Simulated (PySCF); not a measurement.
# One shape, several levels: singlet AlClOF+

Aim: a comparison of 4 runs (HF/STO-3G, HF/3-21G, B3LYP/6-31G*, SCS-MP2/6-311+G**) of singlet AlClOF+. Input form: a Python script.

Program for the calculation: PySCF 2.14.0.

1 further run of the same task is left out (it didn't finish).

### 1 The system as given

AlClOF+ has 4 atoms, charge +1, and is taken as a singlet. As SMILES of the parent species, `[O][Al]([F])[Cl]`. Geometry: relaxed at PBE0-D4/def2-TZVP. That shape belongs to the parent species and isn't relaxed for this state.

Bond lengths: O1–Al2 1.724 Å, Al2–F3 1.632 Å, Al2–Cl4 2.063 Å. Angles: O1–Al2–F3 118.6°, O1–Al2–Cl4 118.4°, F3–Al2–Cl4 122.9°.

### 2 The energy at HF/STO-3G (run 1)

Contents of calc.py:

```python
from pyscf import gto

molecule = gto.Mole()
molecule.atom = [
    ('O', (0.993300, 0.591700, 1.294800)),
    ('Al', (0.061900, -0.095200, 0.016700)),
    ('F', (0.278100, -1.671200, -0.348900)),
    ('Cl', (-1.277700, 1.114400, -0.982900)),
]
molecule.max_memory = 1860
molecule.basis = 'sto-3g'
molecule.verbose = 3
molecule.charge = 1
molecule.build()

mf = molecule.RHF()
mf.conv_tol = 1e-10
mf.kernel()
if not mf.converged:
    mf = mf.newton().run(mf.mo_coeff, mf.mo_occ)

e_tot = mf.e_tot
print('E = %.10f Eh' % e_tot)
```

Run with:

```bash
OMP_NUM_THREADS=1 python calc.py
```

Standard output:

```text
converged SCF energy = -865.229400981779
E = -865.2294009818 Eh
```

Wall time 0.91 s (1 thread of Arm Neoverse V1, shared host); peak memory 0.11 GiB.

### 3 A single-point energy at HF/3-21G (run 2)

Contents of mol.xyz:

```xyz
4

O      0.993300     0.591700     1.294800
Al     0.061900    -0.095200     0.016700
F      0.278100    -1.671200    -0.348900
Cl    -1.277700     1.114400    -0.982900
```

Contents of run.py:

```python
from pyscf import gto

mol = gto.Mole()
mol.atom = 'mol.xyz'
mol.charge = 1
mol.max_memory = 1860
mol.basis = '3-21g'
mol.verbose = 3
mol.build()

myscf = mol.RHF()
myscf.conv_tol = 1e-10
myscf.kernel()
if not myscf.converged:
    myscf = myscf.newton().run(myscf.mo_coeff, myscf.mo_occ)

e_tot = myscf.e_tot
print('E(%s) = %.9f' % ('HF', e_tot))
```

Run with:

```bash
OMP_NUM_THREADS=1 python run.py
```

Standard output:

```text
converged SCF energy = -870.866232937753
E(HF) = -870.866232938
```

Run time: 0.95 s. Hardware: 1 thread of Arm Neoverse V1, shared host; peak memory 0.12 GiB.

Run 3 isn't shown in full; the table further down has it.

### 4 A single-point energy at SCS-MP2/6-311+G(d,p) (run 4)

Contents of job.py:

```python
from pyscf import gto, scf, mp

molecule = gto.M(
    atom='''
O      1.877065     1.118151     2.446817
Al     0.116974    -0.179902     0.031558
F      0.525533    -3.158110    -0.659325
Cl    -2.414503     2.105911    -1.857412
''',
    charge=1,
    max_memory=1860,
    verbose=3,
    basis='6-311+g**',
    unit='bohr',
)

mf = scf.RHF(molecule)
mf.conv_tol = 1e-10
mf.kernel()
if not mf.converged:
    mf = mf.newton().run(mf.mo_coeff, mf.mo_occ)

pt = mp.MP2(mf, frozen=12).run()
energy = mf.e_tot + 1.2 * pt.e_corr_os + pt.e_corr_ss / 3
print('Final energy', energy)
```

Run with:

```bash
OMP_NUM_THREADS=1 python job.py
```

Standard output:

```text
converged SCF energy = -875.398408927283
E(RMP2) = -875.93807766181  E_corr = -0.539668734526501
E(SCS-RMP2) = -875.926876222341  E_corr = -0.52846729505762
Final energy -875.9268762223409
```

It took 3.6 s on 1 thread of Arm Neoverse V1, shared host; peak memory 0.26 GiB.

### 5 All runs side by side

```
run                               level  integration grid  frozen core orbitals  energy (Eh)  HOMO energy (eV)  LUMO energy (eV)  HOMO–LUMO gap (eV)  wall time
  1                           HF/STO-3G                 –                     –  -865.229401            -16.56             -8.24                8.32     0.91 s
  2                            HF/3-21G                 –                     –  -870.866233            -19.15            -11.73                7.42     0.95 s
  3  B3LYP/6-31G* (spherical functions)                 5                     –  -877.296009            -16.93            -15.45                1.48       15 s
  4                   SCS-MP2/6-311+G**                 –                    12  -875.926876            -18.88            -11.70                7.18      3.6 s
```

### 6 Results

```
                                           quantity          value
                                run 4: total energy  -875.92688 Eh
         run 4: HOMO energy (Hartree–Fock orbitals)      -18.88 eV
         run 4: LUMO energy (Hartree–Fock orbitals)      -11.70 eV
       run 4: HOMO–LUMO gap (Hartree–Fock orbitals)        7.18 eV
run 4: correlation energy (12 core orbitals frozen)     -528.5 mEh
```

What this shows: Over runs 1, 2, 3 the HOMO–LUMO gap runs from 1.48 eV (B3LYP/6-31G*) to 8.32 eV (HF/STO-3G). The two ends differ in method and basis. In run 1 the basis is minimal, so the values are rough. All runs together took 21 s, the longest 15 s.
